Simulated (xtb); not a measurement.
# GFN1-xTB run of Ge3H6O3 (cyclo-(H2GeO)3)

Aim: a structure relaxation of Ge3H6O3 (cyclo-(H2GeO)3). 

The results are computed with xtb 6.7.1.

1 further run of the same task is left out (set aside as unsound or not needed).

### 1 The structure to begin with

Ge3H6O3 has 12 atoms, charge 0, and is taken as a singlet. All atoms were displaced at random from a relaxed shape. The run starts from this shape.

Bond lengths: Ge1–O4 1.799 Å, O4–Ge5 1.780 Å, Ge5–O8 1.745 Å, O8–Ge9 1.644 Å, Ge1–O12 1.712 Å, Ge9–O12 1.796 Å, Ge1–H2 1.296 Å, Ge1–H3 1.603 Å, Ge5–H6 1.498 Å, Ge5–H7 1.327 Å, Ge9–H10 1.627 Å, Ge9–H11 1.448 Å. Some angles: Ge1–O4–Ge5 127.3°, O4–Ge1–O12 110.8°, O4–Ge5–O8 109.6°, Ge5–O8–Ge9 132.2°, O8–Ge9–O12 111.4°, Ge1–O12–Ge9 128.4°, H2–Ge1–O4 109.6°, H2–Ge1–O12 113.1°, H3–Ge1–O4 105.3°, H3–Ge1–O12 103.8°.

### 2 A geometry optimisation at GFN1-xTB

File xtb.inp:

```
$opt
   hessian=lindh
$end
```

File struc.tmol:

```
$coord
      1.051764869183     -2.319071900141     -2.309623269518  ge
      0.429969385136     -4.676202884431     -2.536825041481  h
      3.062320082217     -1.373377358333     -4.369500334405  h
      2.549070466769     -1.821582600572      0.701504131984  o
      1.564164107875      0.262766417629      3.150324627841  ge
      3.651990222146      2.138055034663      3.514550441102  h
      1.018751353786     -1.192058136675      5.117945263324  h
     -1.027651963833      2.027638337201      2.126886753266  o
     -2.617232888084      2.046535598447     -0.542918315605  ge
     -5.374229920346      0.803284781056      0.012812343125  h
     -2.637226190483      4.454519112752     -1.841897156411  h
     -1.451649814415     -0.305115180082     -2.695410857860  o
$end
```

On the command line:

```sh
$ xtb struc.tmol -c 0 -u 0 -I xtb.inp --gfn 1 --opt tight > struc.out
```

**Question.** What will come out? Wanted: total energy at the end; dipole moment; HOMO energy; LUMO energy; HOMO–LUMO gap; dispersion energy.

Answer, from the run:

At GFN1-xTB:

| quantity | value |
| --- | --- |
| total energy at the end | -22.39207 Eh |
| dipole moment | 0.03 D |
| HOMO energy | -11.92 eV |
| LUMO energy | -6.20 eV |
| HOMO–LUMO gap | 5.72 eV |
| dispersion energy | -12.71 kJ/mol |

**Reading.** At the final geometry: Bond lengths: Ge1–O4 1.786 Å, O4–Ge5 1.786 Å, Ge5–O8 1.785 Å, O8–Ge9 1.786 Å, Ge1–O12 1.786 Å, Ge9–O12 1.786 Å, Ge1–H2 1.478 Å, Ge1–H3 1.478 Å, Ge5–H6 1.478 Å, Ge5–H7 1.478 Å, Ge9–H10 1.478 Å, Ge9–H11 1.478 Å. Some angles: Ge1–O4–Ge5 131.9°, O4–Ge1–O12 108.1°, O4–Ge5–O8 108.0°, Ge5–O8–Ge9 132.0°, O8–Ge9–O12 108.0°, Ge1–O12–Ge9 132.0°, H2–Ge1–O4 108.7°, H2–Ge1–O12 108.7°, H3–Ge1–O4 108.6°, H3–Ge1–O12 108.6°. The optimisation took 16 steps and changed the energy by -1.367 eV.
